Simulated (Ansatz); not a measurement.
# C10H18O2: small, medium and large basis sets

An exercise on one series of results from a longer session: the logs are not shown, and one member is left open.

Computed with Ansatz 0.2.0, Gaussian basis. Level: one geometry, several basis sets.

Plan: PBE0-D4/def2-SVP; ωB97M-V/def2-SVP; PBE0-D4/def2-QZVPP; ωB97M-V/def2-QZVPP; the functionals' def2-TZVPP values are taken from earlier runs.

## The relaxed structure

An earlier PBE0-D4 in a triple-zeta def2 set relaxation fixed the geometry.

SMILES `CC(C)/C(O)=C/C(=O)C(C)(C)C`, 30 atoms, charge 0, spin multiplicity 1.

Atoms are counted from 1 here; the program's logs count them from 0.

Bond lengths: C1–C2 1.530 Å, C1–H13 1.090 Å, C1–H14 1.093 Å, C1–H15 1.092 Å, C2–C3 1.518 Å, C2–C4 1.499 Å, C2–H16 1.097 Å, C3–H17 1.092 Å, C3–H18 1.093 Å, C3–H19 1.092 Å, C4–O5 1.313 Å, C4–C6 1.367 Å, O5–H20 1.017 Å, C6–C7 1.434 Å, C6–H21 1.078 Å, C7–O8 1.242 Å, C7–C9 1.525 Å, C9–C10 1.522 Å and more. Angles: C2–C1–H13 111.1°, C2–C1–H14 110.5°, C2–C1–H15 110.2°, H13–C1–H14 108.4°, H13–C1–H15 108.6°, H14–C1–H15 108.1°, C1–C2–C3 111.4°, C1–C2–C4 109.4°, C1–C2–H16 107.6°, C3–C2–C4 114.1°, C3–C2–H16 108.9°, C4–C2–H16 105.1°, C2–C3–H17 111.9°, C2–C3–H18 111.3°, C2–C3–H19 109.8°, H17–C3–H18 108.3°, H17–C3–H19 108.0°, H18–C3–H19 107.4° and more.

Set-up of the first run:

File in.yaml:

```yaml
crystal:
  periodic: [false, false, false]
  atoms:
    - {symbol: C, position_ang: [-3.671873, -0.512591, -0.830539]}
    - {symbol: C, position_ang: [-2.865602, 0.213907, 0.247299]}
    - {symbol: C, position_ang: [-2.752218, -0.619142, 1.511214]}
    - {symbol: C, position_ang: [-1.547869, 0.645363, -0.322351]}
    - {symbol: O, position_ang: [-1.656084, 1.535556, -1.281547]}
    - {symbol: C, position_ang: [-0.327624, 0.173178, 0.072860]}
    - {symbol: C, position_ang: [0.865359, 0.644785, -0.568341]}
    - {symbol: O, position_ang: [0.810800, 1.485942, -1.480935]}
    - {symbol: C, position_ang: [2.218384, 0.104167, -0.119082]}
    - {symbol: C, position_ang: [3.328987, 0.739111, -0.943717]}
    - {symbol: C, position_ang: [2.418898, 0.440590, 1.361250]}
    - {symbol: C, position_ang: [2.236934, -1.414582, -0.312406]}
    - {symbol: H, position_ang: [-3.766105, 0.097411, -1.728963]}
    - {symbol: H, position_ang: [-3.185904, -1.453680, -1.102071]}
    - {symbol: H, position_ang: [-4.673093, -0.743039, -0.460333]}
    - {symbol: H, position_ang: [-3.393188, 1.146763, 0.483368]}
    - {symbol: H, position_ang: [-2.182224, -0.105273, 2.287928]}
    - {symbol: H, position_ang: [-2.271435, -1.580598, 1.311775]}
    - {symbol: H, position_ang: [-3.747946, -0.828376, 1.907127]}
    - {symbol: H, position_ang: [-0.700620, 1.716535, -1.578259]}
    - {symbol: H, position_ang: [-0.269714, -0.554334, 0.866067]}
    - {symbol: H, position_ang: [3.206745, 0.521838, -2.005782]}
    - {symbol: H, position_ang: [3.335166, 1.824083, -0.830537]}
    - {symbol: H, position_ang: [4.296741, 0.349595, -0.618018]}
    - {symbol: H, position_ang: [3.395783, 0.076744, 1.690596]}
    - {symbol: H, position_ang: [2.387206, 1.520176, 1.526522]}
    - {symbol: H, position_ang: [1.658052, -0.021216, 1.993347]}
    - {symbol: H, position_ang: [2.071821, -1.679565, -1.359483]}
    - {symbol: H, position_ang: [3.211227, -1.810111, -0.013309]}
    - {symbol: H, position_ang: [1.473797, -1.913738, 0.287620]}
basis:
  gaussian: {orbitals: def2-SVP}
hamiltonian: {xc: pbe0, dispersion: d4}
output: {orbitals: {seedname: orbitals}}
```

Launch:

```bash
> ansatz run in.yaml --threads 11 --pin off --events-out ev --progress --plain --max-ram 166912MiB --backend cpu
```

Steps of the session up to this table: PBE0-D4 in def2-SVP; ωB97M-V in def2-SVP; PBE0-D4 in def2-QZVPP; ωB97M-V in def2-QZVPP.

One table of the session follows, with a row left open; its other results are not shown here.

It belongs to the step «Functionals by basis». 

```
functional       basis  HOMO (eV)
   PBE0-D4    def2-SVP      -6.83
   PBE0-D4  def2-TZVPP      -6.91
   PBE0-D4  def2-QZVPP          ?
   ωB97M-V    def2-SVP      -8.97
   ωB97M-V  def2-TZVPP      -9.07
   ωB97M-V  def2-QZVPP      -9.09
```

Q: Estimate the row for PBE0-D4, def2-QZVPP from the others.

The run gave: HOMO (eV): -6.93. In the column «HOMO (eV)» it lies between ωB97M-V, def2-SVP (-8.97) and PBE0-D4, def2-TZVPP (-6.91).
